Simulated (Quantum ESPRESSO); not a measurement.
# WS (Pm-3m) in Quantum ESPRESSO: equation of state, part 2 of 2

Quantum ESPRESSO 7.5. The steps go on from the part before.

### Step 7. Single point, PBE, 21.26 Å³/atom

pw.in reads:

```
&CONTROL
  calculation = 'scf'
  prefix = 'pwscf'
  outdir = './tmp'
  pseudo_dir = './pseudo'
  tstress = .true.
  disk_io = 'nowf'
/
&SYSTEM
  ibrav = 0
  nat = 2
  ntyp = 2
  ecutwfc = 55
  ecutrho = 440
  nbnd = 16
  occupations = 'smearing'
  smearing = 'fd'
  degauss = 0.00367493
/
&ELECTRONS
  conv_thr = 4d-10
  electron_maxstep = 120
  mixing_beta = 0.5
/
ATOMIC_SPECIES
W    183.8400 W_pbe_v1.2.uspp.F.UPF
S     32.0600 s_pbe_v1.4.uspp.F.UPF
CELL_PARAMETERS angstrom
   3.4901806322    0.0000000000    0.0000000000
   0.0000000000    3.4901806322    0.0000000000
   0.0000000000    0.0000000000    3.4901806322
ATOMIC_POSITIONS crystal
W      0.5000000000    0.5000000000    0.5000000000
S      0.0000000000    0.0000000000    0.0000000000
K_POINTS automatic
8 8 8 0 0 0
```

Potentials or basis: SSSP 1.3 efficiency PBE.

The run is started by

```sh
$ OMP_NUM_THREADS=1 pw.x -in pw.in > pw.out
```

pw.out:

```text
This program is part of the open-source Quantum ESPRESSO suite
     for quantum simulation of materials; please cite
         "P. Giannozzi et al., J. Phys.:Condens. Matter 21 395502 (2009);
         "P. Giannozzi et al., J. Phys.:Condens. Matter 29 465901 (2017);
         "P. Giannozzi et al., J. Chem. Phys. 152 154105 (2020);
     in publications or presentations arising from this work. More details at

     Message from routine setup:
     using ibrav=0 with symmetry is DISCOURAGED, use correct ibrav instead

     G-vector sticks info
     --------------------
     sticks:   dense  smooth     PW     G-vecs:    dense   smooth      PW
     Sum        1517     761    241                44473    15791    2721

     Using Slab Decomposition

     bravais-lattice index     =            0
     lattice parameter (alat)  =       6.5955  a.u.
     unit-cell volume          =     286.9065 (a.u.)^3
     number of atoms/cell      =            2
     number of atomic types    =            2
     number of electrons       =        20.00
     number of Kohn-Sham states=           16
     kinetic-energy cutoff     =      55.0000  Ry
     charge density cutoff     =     440.0000  Ry
     scf convergence threshold =      4.0E-10
     mixing beta               =       0.5000
     number of iterations used =            8  plain     mixing
     Exchange-correlation=  SLA  PW   PBX  PBC
                           (   1   4   3   4   0   0   0)

     celldm(1)=   6.595486  celldm(2)=   0.000000  celldm(3)=   0.000000
[... 94 lines left out ...]

     Smooth grid:    15791 G-vectors     FFT dimensions: (  32,  32,  32)

     Initial potential from superposition of free atoms

     starting charge      19.8996, renormalised to      20.0000

     negative rho (up, down):  6.265E-02 0.000E+00
     Starting wfcs are   17 randomized atomic wfcs

     Self-consistent Calculation

     iteration #  1     ecut=    55.00 Ry     beta= 0.50
     Davidson diagonalization with overlap
     ethr =  1.00E-02,  avg # of iterations =  3.6

     Threshold (ethr) on eigenvalues was too large:
     Diagonalizing with lowered threshold

     Davidson diagonalization with overlap
     ethr =  4.27E-04,  avg # of iterations =  2.4

     negative rho (up, down):  6.460E-02 0.000E+00
[... 67 lines left out ...]
     iteration #  9     ecut=    55.00 Ry     beta= 0.50
     Davidson diagonalization with overlap
     ethr =  1.77E-11,  avg # of iterations =  3.9

     negative rho (up, down):  6.763E-02 0.000E+00

     End of self-consistent calculation

          k = 0.0000 0.0000 0.0000 (  1935 PWs)   bands (ev):

   -63.5399 -27.5809 -27.5809 -27.5809  -2.8350   9.1051   9.1051   9.1287
     9.1287   9.1287  10.2904  12.0287  12.0287  12.0287  19.8191  19.8191
[... 163 lines left out ...]
   -63.5348 -27.6358 -27.6358 -27.6254  -1.0286   6.0165   6.0165   6.3224
    11.7033  12.7239  12.7239  13.1559  13.8239  14.0980  15.2942  15.2942

          k =-0.5000-0.5000-0.5000 (  1904 PWs)   bands (ev):

   -63.5345 -27.6348 -27.6348 -27.6348  -0.9152   5.9396   5.9396   5.9396
    13.1665  13.1665  13.7855  13.7855  13.7855  14.0240  14.0240  14.0240

     the Fermi energy is    11.3905 ev

!    total energy              =    -183.01119811 Ry
     estimated scf accuracy    <          5.7E-11 Ry
     smearing contrib. (-TS)   =      -0.00230369 Ry
     internal energy E=F+TS    =    -183.00889442 Ry

     The total energy is F=E-TS. E is the sum of the following terms:
     one-electron contribution =     -40.15663084 Ry
     hartree contribution      =      26.51258729 Ry
     xc contribution           =     -49.13439084 Ry
     ewald contribution        =    -120.23046003 Ry

     convergence has been achieved in   9 iterations

     Computing stress (Cartesian axis) and pressure

     negative rho (up, down):  6.763E-02 0.000E+00
          total   stress  (Ry/bohr**3)                   (kbar)     P=     -351.98
  -0.00239268   0.00000000   0.00000000         -351.98        0.00        0.00
   0.00000000  -0.00239268   0.00000000            0.00     -351.98        0.00
   0.00000000   0.00000000  -0.00239268            0.00        0.00     -351.98

=------------------------------------------------------------------------------=
   JOB DONE.
=------------------------------------------------------------------------------=
```

It took 23 s on 1 thread of Arm Neoverse V2, shared host; peak memory 0.35 GiB.

Results:

- Free energy: -2489.9942 eV
- Pressure: -35.2 GPa
- Band gap on the k mesh: none (metal or under the smearing width)

Caveat: the cell as given lies far from equilibrium.

### Step 8. Single point, PBE, 21.67 Å³/atom

Changes to pw.in since step 7:

```diff
@@ -28,5 +28,5 @@
 CELL_PARAMETERS angstrom
-   3.4901806322    0.0000000000    0.0000000000
-   0.0000000000    3.4901806322    0.0000000000
-   0.0000000000    0.0000000000    3.4901806322
+   3.5124116815    0.0000000000    0.0000000000
+   0.0000000000    3.5124116815    0.0000000000
+   0.0000000000    0.0000000000    3.5124116815
 ATOMIC_POSITIONS crystal
```

The run is started by

```sh
$ OMP_NUM_THREADS=1 pw.x -in pw.in > pw.out
```

Run time: 23 s. Hardware: 1 thread of Arm Neoverse V2, shared host; peak memory 0.36 GiB.

Results (log left out):

```
Free energy            : -2489.8155 eV
Pressure               : -34.9 GPa
Band gap on the k mesh : none (metal or under the smearing width)
```

Caveat: the cell as given lies far from equilibrium.

### Step 9. Equation of state, PBE

Potentials or basis: SSSP 1.3 efficiency PBE.

This step only gathers the single runs of the series.

What came out:

| Quantity | Value |
| --- | --- |
| Equilibrium volume | outside the volumes run |

Energy against volume, from the lowest point:
| volume (Å³/atom) | energy (meV/atom) |
| --- | --- |
| 19.214 | 0.00 |
| 19.622 | 90.61 |
| 20.031 | 181.53 |
| 20.440 | 272.43 |
| 20.849 | 363.03 |
| 21.258 | 453.10 |
| 21.666 | 542.47 |
